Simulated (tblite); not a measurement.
# Ge2H10SSi2: the cost of one run

Computed with tblite 0.8.0 and PySCF 2.14.0, with density-fitted response routines of our own, on a single molecule, in the gas phase or a continuum. Atoms are numbered from 0 throughout.

**1. The starting structure**

15 atoms, charge 0, multiplicity 1; geometry from: force field or distance geometry start.

Bonds of the start (Å): Si0–S1 2.15, S1–Si2 2.15, Si2–Ge3 2.33, Ge3–Ge4 2.39, Si0–H5 1.46, Si0–H6 1.48, Si0–H7 1.48, Si2–H8 1.47, Si2–H9 1.48, Ge3–H10 1.54, Ge3–H11 1.56, Ge4–H12 1.55, Ge4–H13 1.55, Ge4–H14 1.56.

**2. Geometry optimisation with GFN2-xTB**

The job: settings as JSON, then the geometry in Å.

```
{"job": {"kind": "relax", "xc": "GFN2-xTB", "basis": "xTB"}, "charge": 0, "multiplicity": 1}
Si     2.383800     0.928500    -0.071200
S      1.129200     0.720400     1.660700
Si     0.432000    -1.231200     1.088800
Ge    -0.957900    -1.042200    -0.772400
Ge    -2.341300     0.883600    -0.503700
H      3.277600    -0.220900    -0.187800
H      1.535300     1.030300    -1.276300
H      3.176600     2.166500     0.056900
H      1.557800    -2.122800     0.786300
H     -0.358400    -1.798000     2.200500
H     -0.094600    -0.896200    -2.041700
H     -1.841300    -2.322700    -0.882400
H     -3.205200     0.738000     0.779800
H     -3.258200     1.027700    -1.751300
H     -1.439900     2.147100    -0.381400
```

Launch:

```
> OMP_NUM_THREADS=1 python probes_run.py task.json out
```

This one command runs all jobs of the session in turn.

**Question.** How long does this first job take on 1 thread of Arm Neoverse N1, shared host, and how much memory does it need?

About 1.6 s, with a peak of 0.18 GiB.
